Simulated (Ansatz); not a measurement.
# CaNdAu3: the cost of one run

Computed with Ansatz 0.2.0 (DFT PBE, scalar-relativistic, plane waves, PAW; 4f electrons in the core of a trivalent norm-conserving potential, unless a step names another level, unless a step's input says otherwise).

1 further run of the same task is left out (it didn't finish). Runs told in other sessions of the task aren't counted.

## 1. The system as given

It takes space group P6_3/mmc (No. 194, hexagonal). The conventional cell has a = 4.909 Å, b = 4.909 Å, c = 12.079 Å, α = 90.00°, β = 90.00°, γ = 120.00°. Ca (site symmetry -6m2) has 9 Au at 2.83 to 3.22 Å in its first shell of neighbours. Around Nd (site symmetry -3m) lie 8 Au at 3.02 to 3.20 Å. Au (site symmetry 3m) has 4 Au at 3.08 to 3.22 Å and 3 Nd at 3.20 Å and 3 Ca at 3.22 Å in its first shell of neighbours. Around Au (site symmetry -6m2) lie 3 Ca at 2.83 Å and 2 Nd at 3.02 Å and 6 Au at 3.22 Å.

Structure file:

```xyz
10
Lattice="4.9087 0.0000 0.0000 -2.4543 4.2510 0.0000 0.0000 0.0000 12.0789" Properties=species:S:1:pos:R:3 pbc="T T T"
Ca    2.4543    1.4170    3.0197
Ca    0.0000    2.8340    9.0592
Nd    0.0000    0.0000    6.0394
Nd    0.0000    0.0000    0.0000
Au    2.4543    1.4170    7.5211
Au    0.0000    2.8340    4.5578
Au    0.0000    2.8340    1.4816
Au    2.4543    1.4170   10.5973
Au    0.0000    0.0000    3.0197
Au    0.0000    0.0000    9.0592
```

It came out lowest among 22 distinct ends of the trial cells. At a tolerance of 0.05 Å it has space group P6_3/mmc (No. 194).

## 2. A stricter relaxation, on the response runs' mesh and smearing

File input.yaml:

```yaml
crystal:
  lattice:
    - [4.9086644019, 0.0, 0.0]
    - [-2.454332201, 4.2510280707, 0.0]
    - [0.0, 0.0, 12.0788962109]
  atoms:
    - { symbol: Ca, position: [0.6666666667, 0.3333333333, 0.25] }
    - { symbol: Ca, position: [0.3333333333, 0.6666666667, 0.75] }
    - { symbol: Nd, position: [0.0, 0.0, 0.5] }
    - { symbol: Nd, position: [0.0, 0.0, 0.0] }
    - { symbol: Au, position: [0.6666666667, 0.3333333333, 0.6226627245] }
    - { symbol: Au, position: [0.3333333333, 0.6666666667, 0.3773372755] }
    - { symbol: Au, position: [0.3333333333, 0.6666666667, 0.1226627245] }
    - { symbol: Au, position: [0.6666666667, 0.3333333333, 0.8773372755] }
    - { symbol: Au, position: [0.0, 0.0, 0.25] }
    - { symbol: Au, position: [0.0, 0.0, 0.75] }
basis:
  ecutwfc: 660
kpoints:
  mp_grid: { grid: [6, 6, 4] }
hamiltonian:
  xc: pbe
  pseudopotentials:
    kind: paw
    azcp: { Nd: "pseudopotentials/pbe/nc/lanthanide_3plus/Nd.nc.azcp" }
scf:
  occupations: { method: gaussian, width: 0.1 }
output:
  forces: true
  stress: true
  eigenvalues: true
  write_density: true
  write_potential: true
  elf: true
  volumetric_format: npy
relax:
  adjacent_minimum: "off"
  f_tol: 0.001
  max_steps: 60
  cell: { stress_tol: 0.01 }
```

Started as:

```
$ ansatz run input.yaml --threads 3 --pin off --max-ram 8448MiB --backend cpu --events-out ev --progress --plain --runs-dir out
```

Q: Estimate wall time and peak memory on 3 threads of Intel Xeon 6975P-C (Granite Rapids), shared host.

About 54 s, with a peak of 1.4 GiB.
